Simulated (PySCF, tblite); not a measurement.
# C7H15B: geometry, infrared bands, NMR shifts, electronic excitations and core binding energies

Aim: predict the infrared bands, NMR shifts, electronic excitations and core binding energies of C7H15B (`CB1CCCC[C@H]1C`).

Programs: tblite 0.8.0 and PySCF 2.14.0, with density-fitted response routines of our own. Each step states its level of theory. These are calculated values for one molecule in the gas phase, unless marked as measured. Atoms are numbered from 0 throughout.

### 1 Starting geometry

23 atoms, charge 0, multiplicity 1; geometry from: force field or distance geometry start.

Bonds of the start (Å): C0–B1 1.60, B1–C2 1.58, C2–C3 1.54, C3–C4 1.51, C4–C5 1.51, C5–C6 1.53, C6–C7 1.52, C6–B1 1.57, C0–H8 1.10, C0–H9 1.11, C0–H10 1.09, C2–H11 1.12, C2–H12 1.08, C3–H13 1.11, C3–H14 1.11, C4–H15 1.12, C4–H16 1.11, C5–H17 1.11, C5–H18 1.11, C6–H19 1.11, C7–H20 1.13, C7–H21 1.10, C7–H22 1.11.

### 2 Relaxing the molecule with GFN2-xTB

Job settings and geometry (Å):

```
{"job": {"kind": "relax", "xc": "GFN2-xTB", "basis": "xTB"}, "charge": 0, "multiplicity": 1}
C      2.558500     0.220100    -0.216200
B      1.038700    -0.046300     0.206400
C      0.542300    -1.513600     0.525000
C     -0.674300    -1.803900    -0.366700
C     -1.747900    -0.748300    -0.216700
C     -1.228900     0.508300    -0.867800
C     -0.006700     1.073400    -0.149100
C     -0.463500     1.852900     1.067200
H      2.753400    -0.169500    -1.226300
H      2.685000     1.326400    -0.247800
H      3.229000    -0.165300     0.553600
H      0.237600    -1.585500     1.601200
H      1.314200    -2.236200     0.283600
H     -1.055600    -2.818400    -0.129400
H     -0.305400    -1.800500    -1.410400
H     -1.934100    -0.514900     0.864300
H     -2.681300    -1.074800    -0.714300
H     -0.998700     0.313800    -1.941200
H     -2.041000     1.262000    -0.849500
H      0.437200     1.820700    -0.845800
H     -1.368500     2.463700     0.788500
H      0.383800     2.489600     1.379200
H     -0.678400     1.173300     1.922100
```

Run with:

```bash
$ OMP_NUM_THREADS=1 python probes_run.py task.json out
```

The driver reads the jobs from task.json and runs them one after another.

**Question.** This job is followed by: GFN2-xTB harmonic vibrations, gas phase; PBE0-D3(BJ)/def2-SVP geometry optimisation, gas phase; GIAO PBE0/pcSseg-1 NMR shielding, non-relativistic, gas phase; TDDFT wB97X-D/def2-SVPD, vertical, gas phase, core orbitals frozen in the response; GIAO wB97X-D/pcSseg-1 NMR shielding, non-relativistic, gas phase; delta-SCF UKS SCAN, pcX-2 on the ionised atom, pcseg-1 elsewhere, spin-free X2C. What will the session give for the following? strongest single infrared mode (GFN2-xTB); zero-point energy (GFN2-xTB); point group; rotational constants (main isotopes); 13C shifts against TMS (PBE0/pcSseg-1); 1H shifts against TMS (PBE0/pcSseg-1, means over atoms taken as alike); 11B shifts against BF3·OEt2 (PBE0/pcSseg-1); surface potential, 1st and 99th percentile; lowest singlet (wB97X-D/def2-SVPD); brightest single state of those computed; lowest triplet; vertical ionisation energy (ΔSCF); C1s binding energies, SCAN/pcX-2; B1s binding energies, SCAN/pcX-2; range of the shift of B1.

As calculated:

| quantity | value |
| --- | --- |
| strongest single infrared mode (GFN2-xTB) | 2970 cm⁻¹, 127 km/mol |
| zero-point energy (GFN2-xTB) | 129.9 kcal/mol |
| point group | C1 |
| rotational constants (main isotopes) | 2.48, 1.87, 1.27 GHz |
| 13C shifts against TMS (PBE0/pcSseg-1) | 33.7, 29.3, 27.6, 27.4, 24.2, 15.7, 15.0 ppm |
| 1H shifts against TMS (PBE0/pcSseg-1, means over atoms taken as alike) | 1.77, 1.56, 1.53, 1.53, 1.53, 1.40, 1.33, 1.25, 0.90, 0.80, 0.68 ppm |
| 11B shifts against BF3·OEt2 (PBE0/pcSseg-1) | 86.5 ppm |
| surface potential, 1st and 99th percentile | -0.20 V and 0.74 V |
| lowest singlet (wB97X-D/def2-SVPD) | 5.83 eV (213 nm), f = 0.005 |
| brightest single state of those computed | state 9, 8.46 eV, f = 0.069 |
| lowest triplet | 5.40 eV |
| vertical ionisation energy (ΔSCF) | 9.42 eV |
| C1s binding energies, SCAN/pcX-2 | C7 290.35, C3 290.19, C4 290.14, C5 290.07, C0 289.83, C2 289.67, C6 289.60 eV |
| B1s binding energies, SCAN/pcX-2 | B1 195.02 eV |
| range of the shift of B1 | 82.9 to 86.5 ppm |

What this shows: Relaxing lowered the energy by 0.448 eV in 100 steps; the close pair that moved most is C7–H20, from 1.127 to 1.089 Å (GFN2-xTB). All 63 modes are real, so the xTB geometry is a minimum. The strongest single mode, at 2970 cm⁻¹, is carried by H12, H17, H16. Unscaled tight-binding wavenumbers are off by several per cent, some by more. Its intensities can rank the bands wrongly. Relaxing lowered the energy by 0.261 eV in 6 steps; the close pair that moved most is C0–H8, from 1.064 to 1.109 Å (PBE0/def2-SVP). No frequency check was run at this level, so the end point may be a saddle. At PBE0/pcSseg-1: The largest span, 166 ppm, is at B1, where the paramagnetic term is -174 ppm. The first singlet state (HOMO→LUMO 0.89) lies at 5.83 eV and is weak; of the 10 states computed, the strongest absorption comes from state 9 at 8.46 eV. The lowest triplet lies 0.43 eV below the lowest singlet (triplets in Tamm-Dancoff, singlets in full TDDFT). ΔSCF puts the ionisation energy at 9.42 eV, 0.08 eV above −ε(HOMO). C7 (methyl carbon) binds its C1s electron 0.76 eV more tightly than C6 (sp3 CH bonded to B). In ppm, B1 moves most: its shift spreads over 3.7 ppm, from 82.9 (wB97X-D/pcSseg-1) to 86.5 (PBE0/pcSseg-1).
